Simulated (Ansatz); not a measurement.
# Sr3Al2O: the cost of one run

Computed with Ansatz 0.2.0 (DFT PBE, scalar-relativistic, plane waves, PAW, unless a step's input says otherwise).

## 1. The starting structure

Symmetry: R-3m, No. 166, trigonal system. Conventional cell: a = 5.858 Å, b = 5.858 Å, c = 13.835 Å, α = 90.00°, β = 90.00°, γ = 120.00°. Sr (site symmetry 2/m) is surrounded by 2 O at 2.86 Å and 4 Sr at 2.93 Å. Around Al (site symmetry 3m) lie 9 Sr at 3.33 to 3.41 Å and 3 O at 3.43 Å and 4 Al at 3.48 to 3.57 Å. Around O (site symmetry -3m) lie 6 Sr at 2.86 Å and 6 Al at 3.43 Å.

Structure file:

```cif
data_structure
_symmetry_space_group_name_H-M 'R-3m:H'
_symmetry_Int_Tables_number 166
_cell_length_a 5.8577
_cell_length_b 5.8577
_cell_length_c 13.8354
_cell_angle_alpha 90.000
_cell_angle_beta 90.000
_cell_angle_gamma 120.000
_cell_volume 411.13
loop_
_atom_site_label
_atom_site_type_symbol
_atom_site_symmetry_multiplicity
_atom_site_Wyckoff_symbol
_atom_site_fract_x
_atom_site_fract_y
_atom_site_fract_z
_atom_site_occupancy
Sr1 Sr 9 d 0.83333 0.16667 0.16667 1
Al1 Al 6 c 0.33333 0.66667 0.29239 1
O1 O 3 a 0.00000 0.00000 0.00000 1
```

The cell is invented: species swapped into a database cell of Tb2Al3Fe (R-3m, No. 166), with Al on the Tb sites, Sr on the Al sites and O on the Fe sites. The dimensions are guesses.

## 2. A first look at the guess

input.yaml

```yaml
crystal:
  lattice:
    - [2.92887399, 1.69098619, 4.61178398]
    - [-2.92887399, 1.69098619, 4.61178398]
    - [0.0, -3.38197237, 4.61178398]
  atoms:
    - { symbol: Sr, position: [0.0, 0.5, 0.0] }
    - { symbol: Sr, position: [0.5, 0.0, 0.0] }
    - { symbol: Sr, position: [0.0, 0.0, 0.5] }
    - { symbol: Al, position: [0.62571901, 0.62571901, 0.62571901] }
    - { symbol: Al, position: [0.37428099, 0.37428099, 0.37428099] }
    - { symbol: O, position: [0.0, 0.0, 0.0] }
basis:
  ecutwfc: 420
kpoints:
  mp_grid: { grid: [6, 6, 6] }
hamiltonian:
  xc: pbe
scf:
  occupations: { method: gaussian, width: 0.1 }
  lower_state_search: "off"
output:
  forces: true
  stress: true
  eigenvalues: true
```

The run is started by

```sh
$ ansatz run input.yaml --threads 1 --pin off --max-ram 2560MiB --backend cpu --events-out ev --progress --plain --runs-dir out
```

**Question.** How long does this run take on 1 thread of Intel Xeon at 2.50GHz (Skylake/Cascade Lake), shared host, and how much memory does it need?

About 14 s, with a peak of 0.43 GiB.
